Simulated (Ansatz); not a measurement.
**GaH₃Se: how energies converge with the basis set**

The task here is to estimate one member of a computed series from the others.

Method: one geometry, several basis sets; program: Ansatz 0.2.0, Gaussian basis.

Levels to be run: PBE0-D4/def2-SVP; ωB97M-V/def2-SVP; PBE0-D4/def2-QZVPP; ωB97M-V/def2-QZVPP; the functionals' def2-TZVPP values are taken from earlier runs.

## The relaxed structure

An earlier PBE0-D4 in a triple-zeta def2 set relaxation fixed the geometry.

SMILES `[GaH2][SeH]`, 5 atoms, charge 0, spin multiplicity 1.

Atoms are counted from 1 here; the program's logs count them from 0.

Bond lengths: Ga1–Se2 2.322 Å, Ga1–H3 1.560 Å, Ga1–H4 1.560 Å, Se2–H5 1.468 Å. Angles: Se2–Ga1–H3 118.4°, Se2–Ga1–H4 115.1°, H3–Ga1–H4 126.5°, Ga1–Se2–H5 93.6°.

As a file:

```tsv
atom	x (Å)	y (Å)	z (Å)
Ga1	-0.4913	-0.5106	-0.1765
Se2	0.7470	1.4391	-0.4145
H3	-0.1839	-1.4404	1.0378
H4	-1.5675	-0.7503	-1.2800
H5	1.5456	1.1886	0.7919
```

Set-up of the first run:

Input file in.yaml:

```yaml
crystal:
  periodic: [false, false, false]
  atoms:
    - {symbol: Ga, position_ang: [-0.491318, -0.510643, -0.176533]}
    - {symbol: Se, position_ang: [0.747006, 1.439095, -0.414475]}
    - {symbol: H, position_ang: [-0.183897, -1.440426, 1.037764]}
    - {symbol: H, position_ang: [-1.567471, -0.750269, -1.280032]}
    - {symbol: H, position_ang: [1.545580, 1.188643, 0.791877]}
basis:
  gaussian: {orbitals: def2-SVP}
hamiltonian: {xc: pbe0, dispersion: d4}
output: {orbitals: {seedname: orbitals}}
```

Among the steps run: PBE0-D4 in def2-SVP; ωB97M-V in def2-SVP; PBE0-D4 in def2-QZVPP; ωB97M-V in def2-QZVPP.

One of the session's tables, all rows but one given; the rest of the session is left out.

It belongs to the step «Density functionals: the series». 

```
functional       basis  HOMO (eV)  LUMO (eV)
   PBE0-D4    def2-SVP      -7.26      -1.51
   PBE0-D4  def2-TZVPP          ?          ?
   PBE0-D4  def2-QZVPP      -7.35      -1.60
   ωB97M-V    def2-SVP      -9.35       0.23
   ωB97M-V  def2-TZVPP      -9.46       0.12
   ωB97M-V  def2-QZVPP      -9.46      -0.02
```

**Question.** Estimate the row for PBE0-D4, def2-TZVPP.

As computed: HOMO (eV): -7.35; LUMO (eV): -1.58.
